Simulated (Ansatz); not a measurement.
**CHBrINSi: how energies converge with the basis set**

An exercise on one series of results from a longer session: the logs are not shown, and one member is left open.

The runs use Ansatz 0.2.0, Gaussian basis; one geometry, several basis sets.

Levels to be run: PBE0-D4/def2-SVP; ωB97M-V/def2-SVP; PBE0-D4/def2-QZVPP; ωB97M-V/def2-QZVPP; the functionals' def2-TZVPP values are taken from earlier runs.

### The relaxed structure

The geometry comes from an earlier relaxation with PBE0-D4 in a triple-zeta def2 set; it is a stationary point. I takes the def2 core potential; no spin-orbit term is included.

6 atoms, charge 0, spin multiplicity 1.

Atoms are counted from 1 here; the program's logs count them from 0.

Bond lengths: Br1–Si2 2.188 Å, Si2–I3 2.399 Å, Si2–C4 1.758 Å, Si2–N5 1.765 Å, C4–N5 1.288 Å, C4–H6 1.091 Å. Angles: Br1–Si2–I3 111.7°, Br1–Si2–C4 122.7°, Br1–Si2–N5 118.4°, I3–Si2–C4 123.9°, I3–Si2–N5 119.3°, C4–Si2–N5 42.9°, Si2–C4–N5 68.8°, Si2–C4–H6 162.4°, N5–C4–H6 128.8°, Si2–N5–C4 68.3°.

Coordinates:

```xyz
6
CHBrINSi
Br   -1.8428    1.5740    0.7651
Si   -0.0583    0.3594    0.4047
I     1.5309    0.5689    2.1892
C     0.0018   -0.9022   -0.8180
N     0.5230    0.1926   -1.2534
H    -0.1126   -1.8568   -1.3337
```

The first run:

Contents of in.yaml:

```yaml
crystal:
  periodic: [false, false, false]
  atoms:
    - {symbol: Br, position_ang: [-1.842805, 1.573971, 0.765057]}
    - {symbol: Si, position_ang: [-0.058300, 0.359383, 0.404721]}
    - {symbol: I, position_ang: [1.530949, 0.568944, 2.189195]}
    - {symbol: C, position_ang: [0.001825, -0.902157, -0.817993]}
    - {symbol: N, position_ang: [0.522974, 0.192641, -1.253389]}
    - {symbol: H, position_ang: [-0.112643, -1.856783, -1.333691]}
basis:
  gaussian: {orbitals: def2-SVP}
hamiltonian: {xc: pbe0, dispersion: d4}
output: {orbitals: {seedname: orbitals}}
```

Among the steps run: PBE0-D4 in def2-SVP; ωB97M-V in def2-SVP; PBE0-D4 in def2-QZVPP; ωB97M-V in def2-QZVPP.

One table of the session follows, with a row left open; its other results are not shown here.

It belongs to the step «Density functionals: the series». 

```
functional       basis  HOMO (eV)  LUMO (eV)
   PBE0-D4    def2-SVP      -6.93      -1.63
   PBE0-D4  def2-TZVPP      -6.95      -1.72
   PBE0-D4  def2-QZVPP      -6.97      -1.76
   ωB97M-V    def2-SVP      -9.05       0.34
   ωB97M-V  def2-TZVPP          ?          ?
   ωB97M-V  def2-QZVPP      -9.12       0.08
```

**Question.** Estimate the row for ωB97M-V, def2-TZVPP.

**Answer.** HOMO (eV): -9.10; LUMO (eV): 0.17. In the column «HOMO (eV)» it lies between ωB97M-V, def2-QZVPP (-9.12) and ωB97M-V, def2-SVP (-9.05).
